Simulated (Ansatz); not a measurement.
**Sn3Bi: further runs on the relaxed cell**

The task here is to estimate one member of a computed series from the others.

Computed with Ansatz 0.2.0 (DFT r2SCAN, scalar-relativistic, plane waves, PAW, unless a step's input says otherwise).

1 further run of the same task is left out (set aside as unsound or not needed).

**The structure to begin with**

It takes space group Pm-3m (No. 221, cubic). The conventional cell has a = 4.849 Å, b = 4.849 Å, c = 4.849 Å, α = 90.00°, β = 90.00°, γ = 90.00°. Around Sn (site symmetry 4/mmm) lie 8 Sn at 3.43 Å and 4 Bi at 3.43 Å. Around Bi (site symmetry m-3m) lie 12 Sn at 3.43 Å.

Structure file:

```
CELL_PARAMETERS angstrom
4.84937 0.00000 0.00000
0.00000 4.84937 0.00000
0.00000 0.00000 4.84937
ATOMIC_POSITIONS crystal
Sn 0.00000 0.50000 0.50000
Sn 0.50000 0.00000 0.50000
Sn 0.50000 0.50000 0.00000
Bi 0.00000 0.00000 0.00000
```

It goes back to an entry of the Materials Project, which need not be the stable form.

It is the result of an earlier relaxation at this level (volume 28.51 Å³/atom; gap on the mesh: none (metal)).

Set-up of the first run:

Input file input.yaml:

```yaml
crystal:
  lattice:
    - [4.8493661597, 0.0, 0.0]
    - [0.0, 4.8493661597, 0.0]
    - [0.0, 0.0, 4.8493661597]
  atoms:
    - { symbol: Sn, position: [0.0, 0.5, 0.5] }
    - { symbol: Sn, position: [0.5, 0.0, 0.5] }
    - { symbol: Sn, position: [0.5, 0.5, 0.0] }
    - { symbol: Bi, position: [0.0, 0.0, 0.0] }
basis:
  ecutwfc: 500
kpoints:
  mp_grid: { grid: [10, 10, 10] }
  band_path:
    path:
      - [[0.0, 0.0, 0.0], [0.0, 0.5, 0.0], [0.5, 0.5, 0.0], [0.0, 0.0, 0.0], [0.5, 0.5, 0.5], [0.0, 0.5, 0.0]]
      - [[0.5, 0.5, 0.5], [0.5, 0.5, 0.0]]
    npoints: 14
hamiltonian:
  xc: r2scan
scf:
  occupations: { method: gaussian, width: 0.1 }
  n_extra_bands: 10
output:
  forces: true
  stress: true
  eigenvalues: true
  populations: true
  dos: { projected: true, de: 0.02, nscf_kmesh: { grid: [15, 15, 15] } }
  bader: true
  write_density: true
  write_potential: true
  elf: true
  volumetric_format: npy
```

Command:

```sh
ansatz run input.yaml --threads 1 --pin off --max-ram 2560MiB --backend cpu --events-out ev --progress --plain --runs-dir out
```

Steps of the session up to this table: Bands, states and charges; Back to the database's cell; Volume × 0.97; The cell scaled to 1.03 of its volume; Point at V/V0 = 0.94; Volume × 1.06; The cell scaled to 0.91 of its volume; The cell scaled to 1.10 of its volume; Point at V/V0 = 0.88.

One table of the session follows, with a row left open; its other results are not shown here.

It belongs to the step «Energy against volume». 

```
volume (Å³/atom)  energy above the lowest point (meV/atom)  pressure (GPa)
          25.089                                      83.6            9.00
          25.944                                         ?               ?
          26.799                                      17.8            3.68
          27.655                                       3.9            1.66
          28.510                                       0.0           -0.02
          29.365                                       4.2           -1.41
          30.220                                      15.1           -2.55
          31.361                                      38.0           -3.81
```

Q: Estimate the row for volume (Å³/atom) = 25.944 from the others.

Worked estimate for «energy above the lowest point (meV/atom)». A straight line through the neighbours (25.089, 83.6) and (26.799, 17.8) gives 83.6 + (17.8 − 83.6) × (25.944 − 25.089) / (26.799 − 25.089) = 50.7; a parabola fitted to 3 rows on both sides gives 44.4.

As computed: energy above the lowest point (meV/atom): 43.6; pressure (GPa): 6.10. In «energy above the lowest point (meV/atom)» the line misses by +7.1 and the parabola by +0.8.
